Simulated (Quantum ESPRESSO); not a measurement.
## HfGe in Quantum ESPRESSO: the effect of functional

Crystal: HfGe.

```
CELL_PARAMETERS angstrom
3.50084 0.00000 0.00000
0.00000 3.50084 0.00000
0.00000 0.00000 3.50084
ATOMIC_POSITIONS crystal
Hf 0.00000 0.00000 0.00000
Ge 0.50000 0.50000 0.50000
```

The cell was built by a generator and needn't be a form met in nature.

Alike in all runs:

| Quantity | Value |
| --- | --- |
| Program | Quantum ESPRESSO 7.5 |
| Task | phonons |
| Cutoff | 1061 eV |
| Density cutoff | 4245 eV |
| k mesh | 8 × 8 × 8 |
| Occupations | cold, width 0.2 eV |
| Spin | no spin polarisation |

Each run relaxes the cell or the atoms first.

| functional | potentials or basis | relaxed volume (Å³/atom) | highest phonon frequency (cm⁻¹) |
| --- | --- | --- | --- |
| LDA | PseudoDojo 0.4.1 SR LDA standard | 17.39 | 161 |
| PBE | PseudoDojo 0.4.1 SR PBE standard | 18.85 | 148 |
| PBEsol | PseudoDojo 0.4.1 SR PBEsol standard | 18.13 | 155 |
| PW91 | PseudoDojo 0.4.1 SR PBE standard | ? | ? |
| BLYP | PseudoDojo 0.4.1 SR PBE standard | 19.64 | 132 |
| AM05 | PseudoDojo 0.4.1 SR PBE standard | 18.09 | 160 |
| vdW-DF-cx | PseudoDojo 0.4.1 SR PBE standard | 18.21 | 161 |

Q: What does the run with functional PW91 give?

A: Relaxed volume 18.83 Å³/atom; highest phonon frequency 141 cm⁻¹.

Caveats: the mesh is thin for the phonons of a metal; the volume moved by over 15 % at a fixed basis, so the end points are rough (some runs); the potentials were made for another functional, which shifts forces and pressure (some runs); before the sum rule the acoustic modes lie tens of cm⁻¹ from zero, a sign that the density grid also shifts the optical modes (some runs).
